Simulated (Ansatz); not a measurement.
# BCu: the cost of one run

Program: Ansatz 0.2.0, Gaussian basis. Level of theory: def2-TZVPP, core rule «outside noble gas», up to 10 orbitals frozen. These are calculated values, not measurements.

To be run: UHF; CCSD(T) on ROHF; CCSD(T) on UHF; CCSDT(Q) on ROHF; CCSDT(Q) on UHF; CASSCF and NEVPT2, 14 electrons in 10 orbitals.

10 further runs of the same task are left out: 6 for a known fault of the program, 4 set aside as unsound or not needed.

## 1. The geometry

The geometry is a PBE0/def2-TZVP stationary point (not a proven minimum) of the parent state, kept for this charge and spin.

2 atoms, charge 0, spin multiplicity 5.

Atoms are counted from 1 here; the program's logs count them from 0.

Bond lengths: Cu1–B2 1.893 Å.

## 2. UHF

Contents of in.yaml:

```yaml
crystal:
  periodic: [false, false, false]
  atoms:
    - {symbol: Cu, position_ang: [0.000000, 0.000000, 0.000000]}
    - {symbol: B, position_ang: [0.000000, 0.000000, 1.892800]}
basis:
  gaussian: {orbitals: def2-TZVPP}
magnetization: {spin_polarized: true, initial_magnetization: 4}
hamiltonian: {xc: hf}
output: {orbitals: {seedname: orbitals}}
```

Command:

```sh
$ ansatz run in.yaml --threads 1 --pin off --events-out ev --progress --plain --max-ram 2560MiB --backend cpu
```

What time and memory should one allow on 1 thread of AMD EPYC 7R13, shared host?

About 21 s, with a peak of 0.28 GiB.
